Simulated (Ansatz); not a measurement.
# BIr2: the cost of one run

Program: Ansatz 0.2.0. Level of theory: DFT PBE, scalar-relativistic, plane waves, PAW. These are calculated values, not measurements.

### Step 1. Starting point

It takes space group P6/mmm (No. 191, hexagonal). The conventional cell has a = 4.294 Å, b = 4.294 Å, c = 14.000 Å, α = 90.00°, β = 90.00°, γ = 120.00°. B (site symmetry 6/mmm) is surrounded by 6 Ir at 2.48 Å. Around Ir (site symmetry -6m2) lie 3 Ir at 2.48 Å and 3 B at 2.48 Å.

Coordinates:

```xyz
3
Lattice="4.2940 0.0000 0.0000 -2.1470 3.7187 0.0000 0.0000 0.0000 14.0000" Properties=species:S:1:pos:R:3 pbc="T T F"
B     0.0000    0.0000    7.0000
Ir    0.0000    2.4791    7.0000
Ir    2.1470    1.2396    7.0000
```

A structure generator made this guess: random sheet by layer group and Wyckoff sites. Lengths come from tabulated atomic sizes and are only a guess.

It is a sheet, periodic along a and b, with vacuum along c; volumes and pressures of the box carry no meaning, and space groups named for it are those of the box.

### Step 2. A first look at the guess

The input, input.yaml:

```yaml
crystal:
  lattice:
    - [4.293995, 0.0, 0.0]
    - [-2.146997, 3.718708, 0.0]
    - [0.0, 0.0, 14.0]
  atoms:
    - { symbol: B, position: [0.0, 0.0, 0.5] }
    - { symbol: Ir, position: [0.33333333, 0.66666667, 0.5] }
    - { symbol: Ir, position: [0.66666667, 0.33333333, 0.5] }
  periodic: [true, true, false]
basis:
  ecutwfc: 420
kpoints:
  mp_grid: { grid: [6, 6, 1] }
hamiltonian:
  xc: pbe
scf:
  occupations: { method: gaussian, width: 0.1 }
  lower_state_search: "off"
output:
  forces: true
  stress: true
  eigenvalues: true
```

Command:

```bash
ansatz run input.yaml --threads 1 --pin off --max-ram 2048MiB --backend cpu --events-out ev --progress --plain --runs-dir out
```

**Question.** How long does this run take on 1 thread of Arm Neoverse N1, shared host, and how much memory does it need?

About 8.9 s, with a peak of 0.49 GiB.
